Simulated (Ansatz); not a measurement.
# Si3B2: the cost of one run

Method: DFT PBE, scalar-relativistic, plane waves, PAW, in Ansatz 0.2.0.

## 1. Starting point

Symmetry: P6/mmm, No. 191, hexagonal system. Conventional cell: a = 4.918 Å, b = 4.918 Å, c = 4.851 Å, α = 90.00°, β = 90.00°, γ = 120.00°. Si (site symmetry mm2) is surrounded by 3 B at 1.37 to 1.52 Å and 2 Si at 1.52 Å. B (site symmetry mmm) is surrounded by 4 Si at 1.37 Å. Around B (site symmetry 6/mmm) lie 6 Si at 1.52 Å.

Structure file:

```xyz
10
Lattice="4.9176 0.0000 0.0000 -2.4588 4.2588 0.0000 0.0000 0.0000 4.8506" Properties=species:S:1:pos:R:3 pbc="T T T"
Si    3.6022    0.7595    2.4253
Si    2.4588    2.7398    2.4253
Si    1.3154    0.7595    2.4253
Si   -1.1434    3.4993    2.4253
Si    0.0000    1.5189    2.4253
Si    1.1434    3.4993    2.4253
B     2.4588    0.0000    2.4253
B    -1.2294    2.1294    2.4253
B     1.2294    2.1294    2.4253
B     0.0000    0.0000    2.4253
```

Recipe of the guess: random cell by space group and Wyckoff sites (P6/mmm, No. 191). Its size is a rough estimate.

## 2. Probe: one point on a coarse mesh

File input.yaml:

```yaml
crystal:
  lattice:
    - [4.91762219, 0.0, 0.0]
    - [-2.45881109, 4.25878574, 0.0]
    - [0.0, 0.0, 4.85062583]
  atoms:
    - { symbol: Si, position: [0.82166954, 0.17833046, 0.5] }
    - { symbol: Si, position: [0.82166954, 0.64333908, 0.5] }
    - { symbol: Si, position: [0.35666092, 0.17833046, 0.5] }
    - { symbol: Si, position: [0.17833046, 0.82166954, 0.5] }
    - { symbol: Si, position: [0.17833046, 0.35666092, 0.5] }
    - { symbol: Si, position: [0.64333908, 0.82166954, 0.5] }
    - { symbol: B, position: [0.5, 0.0, 0.5] }
    - { symbol: B, position: [0.0, 0.5, 0.5] }
    - { symbol: B, position: [0.5, 0.5, 0.5] }
    - { symbol: B, position: [0.0, 0.0, 0.5] }
basis:
  ecutwfc: 420
kpoints:
  mp_grid: { grid: [6, 6, 4] }
hamiltonian:
  xc: pbe
scf:
  occupations: { method: gaussian, width: 0.1 }
  lower_state_search: "off"
output:
  forces: true
  stress: true
  eigenvalues: true
```

On the command line:

```sh
ansatz run input.yaml --threads 1 --pin off --max-ram 2560MiB --backend cpu --events-out ev --progress --plain --runs-dir out
```

**Question.** How long does this run take on 1 thread of AMD EPYC 9R45 (Zen 5), shared host, and how much memory does it need?

About 1.8 s, with a peak of 0.41 GiB.
